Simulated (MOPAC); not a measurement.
# How the settings of MOPAC move a run on NaI

Simulated with MOPAC 23.2.5. This is a test of settings. The cell began as a measured structure and was relaxed with r2SCAN in plane waves (Ansatz 0.2.0). All runs are without spin polarisation.

The symmetry is Fm-3m (No. 225, cubic); a = 6.459 Å in the conventional setting, 33.69 Å³ an atom. Around Na lie 6 I at 3.23 Å; around I lie 6 Na at 3.23 Å.

The base run uses PM7 on a cluster of 64 atoms.

```
PM7 1SCF GRADIENTS AUX(PRECISION=6) THREADS=1
crystal as a cluster of 2x2x2 conventional cells

Na 6.459256 1 0.000000 1 0.000000 1
I 9.688884 1 3.229628 1 3.229628 1
Na 9.688884 1 3.229628 1 0.000000 1
I 0.000000 1 6.459256 1 3.229628 1
Na 9.688884 1 0.000000 1 3.229628 1
I 0.000000 1 3.229628 1 6.459256 1
Na 0.000000 1 0.000000 1 0.000000 1
I 3.229628 1 3.229628 1 3.229628 1
Na 3.229628 1 3.229628 1 0.000000 1
I 6.459256 1 6.459256 1 3.229628 1
Na 6.459256 1 6.459256 1 0.000000 1
I 9.688884 1 9.688884 1 3.229628 1
Na 9.688884 1 9.688884 1 0.000000 1
I 0.000000 1 0.000000 1 3.229628 1
Na 3.229628 1 0.000000 1 3.229628 1
I 6.459256 1 3.229628 1 6.459256 1
Na 6.459256 1 3.229628 1 3.229628 1
I 9.688884 1 6.459256 1 6.459256 1
Na 9.688884 1 6.459256 1 3.229628 1
I 0.000000 1 9.688884 1 6.459256 1
Na 6.459256 1 0.000000 1 6.459256 1
I 9.688884 1 3.229628 1 9.688884 1
Na 9.688884 1 3.229628 1 6.459256 1
[... 27 lines left out ...]
Na 0.000000 1 9.688884 1 3.229628 1
I 3.229628 1 0.000000 1 6.459256 1
Na 0.000000 1 6.459256 1 6.459256 1
I 3.229628 1 9.688884 1 9.688884 1
Na 3.229628 1 9.688884 1 6.459256 1
I 6.459256 1 0.000000 1 9.688884 1
Na 0.000000 1 3.229628 1 9.688884 1
I 3.229628 1 6.459256 1 0.000000 1
Na 3.229628 1 6.459256 1 9.688884 1
I 6.459256 1 9.688884 1 0.000000 1
Na 6.459256 1 9.688884 1 9.688884 1
I 9.688884 1 0.000000 1 0.000000 1
Na 0.000000 1 9.688884 1 9.688884 1
I 3.229628 1 0.000000 1 0.000000 1
Tv 12.918512 1 0.000000 1 0.000000 1
Tv 0.000000 1 12.918512 1 0.000000 1
Tv 0.000000 1 0.000000 1 12.918512 1
```

Command: `mopac run.mop`. It took 3.4 s on 1 thread of Arm Neoverse V2, on a shared host, peak memory 0.051 GiB.

It converged with a gap of 13.65 eV. MOPAC's gap is a Hartree-Fock orbital gap, usually far wider than a measured one, and its energy is the heat of formation.

Each further run moved one setting: CUTOFP (reach of the lattice sums in Å); method (Hamiltonian); cluster (size of the cluster in conventional cells). Changes are from the base run, which isn't itself converged in every setting; energies of another Hamiltonian, functional, basis or charge aren't compared.

```
                          setting  how it ended  gap change (eV)  energy change (meV/atom)  time (s)
                      CUTOFP = 10     converged            -0.01                       2.6       1.2
                 method = PM6-ORG     converged            -3.62                         –       3.6
                     method = AM1     converged            -4.56                         –       1.9
                   method = MNDOD     converged            -5.05                         –       6.8
   method = PM8 (poor on purpose)       refused                –                         –      0.04
cluster = 1x1x1 (poor on purpose)       refused                –                         –      0.04
```

With method = PM8 nothing was computed: the Hamiltonian has no parameters for an element here. With cluster = 1x1x1 nothing was computed: the program refuses so small a cluster.

The end of the log, shortened, for method = PM8:

```
    NO.       ATOM           X           Y           Z
 DATA ARE NOT AVAILABLE FOR ELEMENT NO. 11
 DATA ARE NOT AVAILABLE FOR ELEMENT NO. 53
          SOME ELEMENTS HAVE BEEN SPECIFIED FOR WHICH
          NO PARAMETERS ARE AVAILABLE.  CALCULATION STOPPED.
          Parameters for some elements are missing
           Empirical Formula: Na32 I32  =    64 atoms
 *     Error and normal termination messages reported in this calculation     *
 * Parameters for some elements are missing                                   *
 * JOB ENDED NORMALLY                                                         *
 TOTAL JOB TIME:             0.00 SECONDS
 == MOPAC DONE ==
```

No spin-orbit coupling is included; it can move band edges with weight on the heavy atoms by tenths of an eV.
